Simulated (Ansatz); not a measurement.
# HSE06/def2-SVP (core potential) run of SnNH4F (SMILES [NH2][SnH2][F])

Aim: the vertical ionisation energy of SnNH4F at HSE06/def2-SVP (core potential), from 2 runs. 

Program for the calculation: Ansatz 0.2.0.

59 further runs of the same task are left out: 1 that didn't finish, 58 set aside as unsound or not needed.

**1. The system as given**

SnNH4F: 7 atoms, total charge 0, spin state singlet. SMILES: `[NH2][SnH2][F]`. Geometry: relaxed at PBE0-D4/def2-TZVP. This is one conformer, not always the lowest.

Bond lengths: N1–Sn2 1.995 Å, Sn2–F3 1.926 Å, N1–H4 1.008 Å, N1–H5 1.008 Å, Sn2–H6 1.699 Å, Sn2–H7 1.699 Å. Angles: N1–Sn2–F3 105.2°, N1–Sn2–H6 111.6°, N1–Sn2–H7 111.8°, F3–Sn2–H6 103.8°, F3–Sn2–H7 103.8°, Sn2–N1–H4 117.7°, Sn2–N1–H5 117.8°, H6–Sn2–H7 119.0°, H4–N1–H5 110.3°.

**2. A single-point energy at HSE06/def2-SVP (core potential)**

Input file in.yaml:

```yaml
crystal:
  periodic: [false, false, false]
  atoms:
    - {symbol: N, position_ang: [-0.824600, 0.088300, -0.943000]}
    - {symbol: Sn, position_ang: [0.497700, -0.065100, 0.542900]}
    - {symbol: F, position_ang: [0.233900, -1.827500, 1.272400]}
    - {symbol: H, position_ang: [-1.584200, 0.741400, -0.829600]}
    - {symbol: H, position_ang: [-0.469500, 0.125500, -1.885700]}
    - {symbol: H, position_ang: [0.113100, 0.971100, 1.833800]}
    - {symbol: H, position_ang: [2.094900, -0.101800, -0.036600]}
basis:
  gaussian: {orbitals: def2-SVP}
hamiltonian: {xc: hse06}
accuracy: high
output: {orbitals: {seedname: orbitals}}
```

Started as:

```
ansatz run in.yaml --threads 1 --pin off --max-ram 3480MiB --events-out events.jsonl --progress --plain --runs-dir runs
```

Log:

```text
Warning: RAYON_NUM_THREADS=1 ignored (pool sized by the plan → 1); use --threads N
Functional definition: HSE06
  name "HSE06"
  parameter a = 0.25
  parameter omega = 0.11/bohr
  exchange = pbe_x - a*pbe_x_sr(omega) + a*exact_x_sr(omega)
  correlation = pbe_c
1764 factors; integrals over basis functions are off by at most 2.9e-9 eV
91 factors; integrals over basis functions are off by at most 1.7e-9 eV
mean field evaluation 1: about -10088.3009 eV, gradient 6.2e1 eV
mean field evaluation 2: about -10062.3601 eV, gradient 1.2e2 eV
mean field evaluation 4: about -10095.5921 eV, gradient 6.6e0 eV
mean field evaluation 8: about -10095.7831 eV, gradient 6.1e-1 eV
mean field evaluation 16: about -10095.7840 eV, gradient 3.6e-5 eV
mean field -10095.78403796 eV, -371.0132202269 hartree, gradient 2.8e-8 eV, S^2 0.000000; 0 other end points of the search recorded, 0 dependent functions left out
reference -10095.78404182 eV, -371.0132203687 hartree; 21, 21 occupied and 53, 53 virtual orbitals, 1764 factors
Total energy: -10095.78404182 eV, -371.0132203687 hartree
```

Run time: 5.7 s. Hardware: 1 thread of Intel Xeon Platinum 8488C (Sapphire Rapids), shared host; peak memory 0.26 GiB.

**3. The doublet cation, same level**

Changes to in.yaml since step 2:

```diff
@@ -12,4 +12,6 @@
   gaussian: {orbitals: def2-SVP}
-hamiltonian: {xc: hse06}
+hamiltonian: {xc: {name: HSE06}}
+magnetization: {spin_polarized: true, initial_magnetization: 1}
 accuracy: high
 output: {orbitals: {seedname: orbitals}}
+total_charge: 1
```

Started as:

```
ansatz run in.yaml --threads 1 --pin off --max-ram 3480MiB --events-out events.jsonl --progress --plain --runs-dir runs
```

Log, shortened:

```text
Warning: RAYON_NUM_THREADS=1 ignored (pool sized by the plan → 1); use --threads N
[... 6 set-up lines as earlier in the session ...]
1765 factors; integrals over basis functions are off by at most 2.9e-9 eV
91 factors; integrals over basis functions are off by at most 1.7e-9 eV
mean field evaluation 1: about -10063.3997 eV, gradient 7.2e1 eV
mean field evaluation 2: about -9886.1582 eV, gradient 1.9e2 eV
mean field evaluation 4: about -10071.3046 eV, gradient 5.6e1 eV
mean field evaluation 8: about -10085.8575 eV, gradient 1.0e0 eV
mean field evaluation 16: about -10085.9725 eV, gradient 1.7e-3 eV
mean field evaluation 32: about -10080.8816 eV, gradient 2.5e1 eV
mean field -10085.97253790 eV, -370.6526542502 hartree, gradient 4.8e-8 eV, S^2 0.754712; 1 other end points of the search recorded, 0 dependent functions left out
reference -10085.97254171 eV, -370.6526543902 hartree; 21, 20 occupied and 53, 54 virtual orbitals, 1765 factors
Total energy: -10085.97254171 eV, -370.6526543902 hartree
```

It took 11 s on 1 thread of Intel Xeon Platinum 8488C (Sapphire Rapids), shared host; peak memory 0.36 GiB.

**4. What came out**

At HSE06/def2-SVP (core potential):

| quantity | value |
| --- | --- |
| singlet SnNH4F: total energy | -371.01322 Eh |
| singlet SnNH4F: HOMO energy | -7.01 eV |
| singlet SnNH4F: LUMO energy | -0.13 eV |
| singlet SnNH4F: HOMO–LUMO gap | 6.88 eV |
| doublet cation: total energy | -370.65265 Eh |
| doublet cation: HOMO energy (highest over α and β) | -14.14 eV |
| doublet cation: LUMO energy (lowest over α and β) | -12.54 eV |
| doublet cation: ⟨S²⟩ | 0.755 |
| vertical ionisation energy (to the doublet cation) | 9.812 eV |

The vertical ionisation energy comes to 9.81 eV (947 kJ/mol). The negative HOMO energy of the first species, 7.01 eV, lies 2.80 eV below that difference.
